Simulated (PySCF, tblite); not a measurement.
# C5H6NOS−: geometry, infrared bands and NMR shifts

Aim: predict the infrared bands and NMR shifts of C5H6NOS− (`C[S@@](=O)c1cc[n-]c1`).

Computed with tblite 0.8.0 and PySCF 2.14.0, with density-fitted response routines of our own, on a single molecule in the gas phase. Atoms count from 0, in the outputs and in this text.

**1. The starting structure**

14 atoms, charge -1, multiplicity 1; geometry from: force field or distance geometry start.

Bonds of the start (Å): C0–S1 1.81, S1–O2 1.54, S1–C3 1.78, C3–C4 1.38, C4–C5 1.38, C5–N6 1.33, N6–C7 1.34, C7–C3 1.38, C0–H8 1.11, C0–H9 1.11, C0–H10 1.10, C4–H11 1.07, C5–H12 1.10, C7–H13 1.09.

**2. Geometry optimisation with GFN2-xTB**

What the job is given:

```
{"job": {"kind": "relax", "xc": "GFN2-xTB", "basis": "xTB"}, "charge": -1, "multiplicity": 1}
C      2.278100     0.360500     0.833300
S      1.324300     0.324000    -0.709000
O      1.892200    -0.862200    -1.519400
C     -0.389200    -0.040600    -0.392500
C     -1.382600     0.888000    -0.132400
C     -2.568700     0.200000     0.051100
N     -2.288400    -1.094500    -0.073400
C     -0.991400    -1.285800    -0.327700
H      2.086500     1.336700     1.315100
H      1.972000    -0.453100     1.526200
H      3.331200     0.232900     0.561700
H     -1.223200     1.947600    -0.112700
H     -3.515600     0.702500     0.275400
H     -0.525900    -2.256500    -0.477700
```

Started as:

```console
$ OMP_NUM_THREADS=1 python probes_run.py task.json out
```

The driver reads the jobs from task.json and runs them one after another.

**Question.** This job is followed by: GFN2-xTB harmonic vibrations, gas phase; GIAO PBE0/pcSseg-1 NMR shielding, non-relativistic, gas phase. What will the session give for the following? strongest single infrared mode (GFN2-xTB); zero-point energy (GFN2-xTB); ¹³C shifts against TMS (PBE0/pcSseg-1); ¹H shifts against TMS (PBE0/pcSseg-1, means over atoms taken as alike); ³³S shifts against CS2 (PBE0/pcSseg-1); ¹⁷O shifts against H2O (PBE0/pcSseg-1); ¹⁵N shifts against NH3 (PBE0/pcSseg-1).

**Answer**, as computed:

| quantity | value |
| --- | --- |
| strongest single infrared mode (GFN2-xTB) | 1074 cm⁻¹, 344 km/mol |
| zero-point energy (GFN2-xTB) | 62.0 kcal/mol |
| ¹³C shifts against TMS (PBE0/pcSseg-1) | 129.7, 125.9, 123.1, 100.9, 57.0 ppm |
| ¹H shifts against TMS (PBE0/pcSseg-1, means over atoms taken as alike) | 7.30, 6.65, 5.61, 1.91 ppm |
| ³³S shifts against CS2 (PBE0/pcSseg-1) | 307 ppm |
| ¹⁷O shifts against H2O (PBE0/pcSseg-1) | 45.5 ppm |
| ¹⁵N shifts against NH3 (PBE0/pcSseg-1) | 307.8 ppm |

Over 76 steps the energy fell by 0.508 eV; of the close pairs, C0–S1 changed most, 1.814 to 1.877 Å. No mode is imaginary among the 36: a minimum at this level. The strongest single mode, at 1074 cm⁻¹, moves mainly O2 and S1. GFN2-xTB is a fitted tight-binding method: band positions and strengths are rough. Its intensities can rank the bands wrongly. At PBE0/pcSseg-1: The widest tensor belongs to N6: span 526 ppm, with a paramagnetic part of -376 ppm. NICS(1)zz of -32 ppm above the planar ring from C3 marks a diatropic (aromatic) ring current.
